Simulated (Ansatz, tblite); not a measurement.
**Sn29H36 other sphere (Sn₂₉H₃₆): a ladder of methods and basis sets**

The task here is to estimate one member of a computed series from the others.

The runs use Ansatz 0.2.0, Gaussian basis; as each input shows.

Levels to be run: GFN1-xTB, GFN2-xTB, PBE-D4/def2-SVP, r2SCAN-D4/def2-SVP, LDA/def2-SVP, r2SCAN-D4/def2-mTZVP, MP2/def2-SVP.

2 further runs of the same task are left out: 1 for a known fault of the program, 1 set aside as unsound or not needed.

**The geometry**

The geometry is that of the singlet, from an earlier relaxation (PBE-D4/def2-SVP).

65 atoms, charge 0, spin multiplicity 1.

Bond lengths: Sn1–Sn19 2.821 Å, Sn1–Sn20 2.822 Å, Sn1–H30 1.741 Å, Sn1–H31 1.735 Å, Sn2–Sn19 2.821 Å, Sn2–Sn21 2.822 Å, Sn2–H32 1.740 Å, Sn2–H33 1.735 Å, Sn3–Sn17 2.830 Å, Sn3–Sn18 2.830 Å, Sn3–Sn19 2.830 Å, Sn3–Sn22 2.832 Å, Sn4–Sn20 2.822 Å, Sn4–Sn21 2.822 Å, Sn4–H34 1.740 Å, Sn4–H35 1.735 Å, Sn5–Sn17 2.822 Å, Sn5–Sn23 2.822 Å and more. Angles: Sn19–Sn1–Sn20 109.0°, Sn19–Sn1–H30 108.6°, Sn19–Sn1–H31 111.5°, Sn20–Sn1–H30 108.6°, Sn20–Sn1–H31 111.5°, H30–Sn1–H31 107.5°, Sn19–Sn2–Sn21 109.0°, Sn19–Sn2–H32 108.7°, Sn19–Sn2–H33 111.7°, Sn21–Sn2–H32 108.6°, Sn21–Sn2–H33 111.4°, H32–Sn2–H33 107.4°, Sn17–Sn3–Sn18 109.9°, Sn17–Sn3–Sn19 109.8°, Sn17–Sn3–Sn22 109.1°, Sn18–Sn3–Sn19 109.9°, Sn18–Sn3–Sn22 109.1°, Sn19–Sn3–Sn22 109.1° and more.

Sn takes a core potential in the def2 sets. No spin-orbit coupling is included.

PBE0-D4/def2-SVP was run before; its log isn't repeated, and its numbers join the tables.

The first run:

Tight binding, by tblite at 300 K electronic temperature and without a spin-polarisation term:

```python
tblite.interface.Calculator('GFN1-xTB', numbers, positions, charge=0, uhf=0).singlepoint()
```

Tight binding, by tblite at 300 K electronic temperature and without a spin-polarisation term:

```python
tblite.interface.Calculator('GFN2-xTB', numbers, positions, charge=0, uhf=0).singlepoint()
```

start.molden holds the orbitals of an earlier run on this state, given as this run's starting guess.

The input, in.yaml:

```yaml
crystal:
  periodic: [false, false, false]
  atoms:
    - {symbol: Sn, position_ang: [-4.897586, -1.704688, 1.710270]}
    - {symbol: Sn, position_ang: [-1.718353, -4.898030, 1.705081]}
    - {symbol: Sn, position_ang: [-1.636503, -1.633971, -1.638889]}
    - {symbol: Sn, position_ang: [-1.706768, -1.712269, 4.895507]}
    - {symbol: Sn, position_ang: [-1.712024, 1.714763, -4.900520]}
    - {symbol: Sn, position_ang: [-4.898034, 1.712022, -1.713820]}
    - {symbol: Sn, position_ang: [-1.632659, 1.635984, 1.631890]}
    - {symbol: Sn, position_ang: [-1.707378, 4.897810, -1.712465]}
    - {symbol: Sn, position_ang: [1.706082, -1.711882, -4.902651]}
    - {symbol: Sn, position_ang: [1.708491, -4.898581, -1.713773]}
    - {symbol: Sn, position_ang: [1.633692, -1.637779, 1.631249]}
    - {symbol: Sn, position_ang: [4.898033, -1.716954, -1.720049]}
    - {symbol: Sn, position_ang: [1.638291, 1.633366, -1.639782]}
    - {symbol: Sn, position_ang: [1.719133, 4.896664, 1.706587]}
    - {symbol: Sn, position_ang: [4.899405, 1.702395, 1.707344]}
    - {symbol: Sn, position_ang: [1.713320, 1.714317, 4.893728]}
    - {symbol: Sn, position_ang: [-3.262070, 0.015966, -3.265716]}
    - {symbol: Sn, position_ang: [0.011071, -3.262861, -3.264645]}
    - {symbol: Sn, position_ang: [-3.266400, -3.257244, 0.010376]}
    - {symbol: Sn, position_ang: [-3.257338, -0.012256, 3.261856]}
    - {symbol: Sn, position_ang: [-0.016173, -3.266864, 3.255614]}
    - {symbol: Sn, position_ang: [0.001137, -0.000329, -0.004248]}
    - {symbol: Sn, position_ang: [-0.010946, 3.262480, -3.265303]}
    - {symbol: Sn, position_ang: [-3.260712, 3.262137, -0.017051]}
    - {symbol: Sn, position_ang: [0.016950, 3.264748, 3.256235]}
    - {symbol: Sn, position_ang: [3.262525, -0.017081, -3.269135]}
    - {symbol: Sn, position_ang: [3.262294, -3.263384, -0.018063]}
    - {symbol: Sn, position_ang: [3.259544, 0.010465, 3.260143]}
    - {symbol: Sn, position_ang: [3.267490, 3.257604, 0.010054]}
    - {symbol: H, position_ang: [-5.761379, -2.772583, 2.779360]}
    - {symbol: H, position_ang: [-6.074425, -0.799840, 0.811275]}
    - {symbol: H, position_ang: [-2.785634, -5.760896, 2.775407]}
    - {symbol: H, position_ang: [-0.817747, -6.077883, 0.806085]}
    - {symbol: H, position_ang: [-2.774327, -2.779404, 5.761835]}
    - {symbol: H, position_ang: [-0.800653, -0.815088, 6.072679]}
    - {symbol: H, position_ang: [-0.812866, 0.817638, -6.082954]}
    - {symbol: H, position_ang: [-2.778984, 2.787596, -5.760853]}
    - {symbol: H, position_ang: [-6.076742, 0.813404, -0.811012]}
    - {symbol: H, position_ang: [-5.760136, 2.782273, -2.781876]}
    - {symbol: H, position_ang: [-2.772603, 5.762916, -2.783002]}
    - {symbol: H, position_ang: [-0.806640, 6.075570, -0.810448]}
    - {symbol: H, position_ang: [0.806304, -0.807169, -6.078886]}
    - {symbol: H, position_ang: [2.772551, -2.777845, -5.771798]}
    - {symbol: H, position_ang: [0.807708, -6.074885, -0.810214]}
    - {symbol: H, position_ang: [2.776733, -5.763074, -2.781894]}
    - {symbol: H, position_ang: [5.751848, -2.790465, -2.791533]}
    - {symbol: H, position_ang: [6.081591, -0.817944, -0.824134]}
    - {symbol: H, position_ang: [0.821048, 6.077048, 0.805695]}
    - {symbol: H, position_ang: [2.790397, 5.758022, 2.774008]}
    - {symbol: H, position_ang: [6.071823, 0.796541, 0.803821]}
    - {symbol: H, position_ang: [5.771373, 2.767299, 2.772433]}
    - {symbol: H, position_ang: [0.811373, 0.816512, 6.073498]}
    - {symbol: H, position_ang: [2.786223, 2.782524, 5.752393]}
    - {symbol: H, position_ang: [-4.263772, -1.002691, -4.268215]}
    - {symbol: H, position_ang: [-1.009333, -4.264743, -4.265154]}
    - {symbol: H, position_ang: [-4.271864, -4.254959, -1.009286]}
    - {symbol: H, position_ang: [-4.255699, 1.007554, 4.266410]}
    - {symbol: H, position_ang: [1.003395, -4.268314, 4.257383]}
    - {symbol: H, position_ang: [1.009303, 4.264310, -4.266162]}
    - {symbol: H, position_ang: [-4.260412, 4.264672, 1.003582]}
    - {symbol: H, position_ang: [-1.002064, 4.268172, 4.256740]}
    - {symbol: H, position_ang: [4.264790, 1.001922, -4.270794]}
    - {symbol: H, position_ang: [4.264302, -4.265130, 1.001193]}
    - {symbol: H, position_ang: [4.260930, -1.008036, 4.263229]}
    - {symbol: H, position_ang: [4.272475, 4.257930, -1.007636]}
basis:
  gaussian: {orbitals: def2-SVP, fitting: {mean_field: def2-universal-jkfit}, initial_orbitals: start.molden}
hamiltonian: {xc: pbe, dispersion: d4}
scf: {omitted_lower_state_checks: [starts]}
output: {orbitals: {seedname: orbitals}}
```

Started as:

```console
$ ansatz run in.yaml --threads 11 --pin off --events-out ev --progress --plain --max-ram 174080MiB --backend cuda --devices 0, --max-vram 75GiB
```

Steps of the session up to this table: PBE-D4/def2-SVP; r2SCAN-D4/def2-SVP; LDA/def2-SVP; r2SCAN-D4/def2-mTZVP; MP2/def2-SVP.

One table of the session follows, with a row left open; its other results are not shown here.

It belongs to the step «Binding energy». 

| level | binding an atom (eV) |
| --- | --- |
| HF/def2-SVP | 1.624 |
| LDA/def2-SVP | 2.897 |
| PBE-D4/def2-SVP | 2.501 |
| r2SCAN-D4/def2-SVP | ? |
| r2SCAN-D4/def2-mTZVP | 2.463 |
| PBE0-D4/def2-SVP | 2.495 |
| MP2/def2-SVP | 2.314 |

Estimate the missing values for r2SCAN-D4/def2-SVP.

The run gave: binding an atom (eV): 2.489. In the column «binding an atom (eV)» it lies between r2SCAN-D4/def2-mTZVP (2.463) and PBE0-D4/def2-SVP (2.495).

Limits of these values: Free atoms were run apart at each level; binding is atoms less cluster, divided by the number of atoms, without zero-point or spin-orbit terms.
